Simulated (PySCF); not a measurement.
# C18H28BN7: the cost of one run

Programs: PySCF 2.14.0, with routines of our own; each step states its level. All values are computed. Atoms count from 0.

### 1 The starting structure

54 atoms, charge 0, multiplicity 1; geometry from: GFN2-xTB.

### 2 Electronic excitations: TDA CAM-B3LYP/6-31G*

The job: settings as JSON, then the geometry in Å.

```
{"job": {"kind": "uv", "basis": "6-31G*", "grid": 1, "kgrid": 0, "vcut": 1.5, "nstates": 5, "ntriplets": 2, "tda": true, "delta": ["ip_vertical"], "pop": false, "xc": "CAM-B3LYP"}, "charge": 0, "multiplicity": 1}
C      5.579875     0.687777    -0.066743
C      4.127476     0.536357    -0.501282
C      3.467640    -0.666279     0.169807
C      1.975105    -0.788740    -0.137079
C      1.694945    -1.107335    -1.604777
C      0.202641    -1.285033    -1.888489
N     -0.548290    -0.071679    -1.633703
C     -0.420687     1.012364    -2.584678
C     -1.317108     0.063838    -0.579504
C     -2.184795     0.865538     0.171829
N     -2.710305     2.059886     0.401340
C     -3.961388     2.194237     1.114023
C     -2.398224     3.160342    -0.490470
C     -1.944087    -0.452222     0.562248
N     -2.072555    -1.416529     1.461759
C     -1.650786    -2.764306     1.139016
C     -3.136424    -1.324191     2.439200
N     -3.922886    -1.979609    -0.701314
C     -3.995491    -1.584777    -1.779629
B     -4.016441    -0.941651    -3.195289
C     -4.001713     0.593350    -2.946152
N     -3.907068     1.713225    -2.700731
C     -5.254592    -1.389056    -4.020521
N     -6.169239    -1.718691    -4.628323
C     -2.676394    -1.290234    -3.905994
N     -1.646415    -1.497082    -4.372889
H      6.042312     1.538903    -0.560624
H      5.644027     0.838186     1.008585
H      6.147084    -0.205162    -0.320041
H      3.572222     1.441875    -0.243392
H      4.094208     0.420986    -1.585408
H      3.596665    -0.574696     1.251027
H      3.976887    -1.579697    -0.144744
H      1.556662    -1.582870     0.486847
H      1.476232     0.144116     0.139031
H      2.207042    -2.030755    -1.879318
H      2.081712    -0.308455    -2.237430
H      0.046256    -1.559926    -2.936835
H     -0.211415    -2.082543    -1.271225
H      0.391889     1.690589    -2.309400
H     -0.218970     0.589071    -3.566568
H     -1.354874     1.568290    -2.641024
H     -4.139999     1.321829     1.735382
H     -4.790310     2.296319     0.407541
H     -3.921174     3.085053     1.742998
H     -2.609615     4.092407     0.031590
H     -1.341996     3.131527    -0.748549
H     -2.999717     3.109872    -1.403365
H     -1.493658    -3.311603     2.066840
H     -2.407717    -3.273773     0.536929
H     -0.713133    -2.732849     0.590203
H     -2.892966    -1.968234     3.283500
H     -4.090637    -1.644323     2.010625
H     -3.219086    -0.299679     2.797212
```

Method: TDA CAM-B3LYP/6-31G*, vertical, gas phase, core orbitals frozen in the response, virtual orbitals cut by energy.

Command:

```
$ OMP_NUM_THREADS=2 python large_run.py task.json out
```

One launch serves the whole session: the jobs run in the order shown.

**Question.** How long does this first job take on 2 threads of Arm Neoverse N1, shared host, and how much memory does it need?

About 6 min, with a peak of 1.7 GiB.
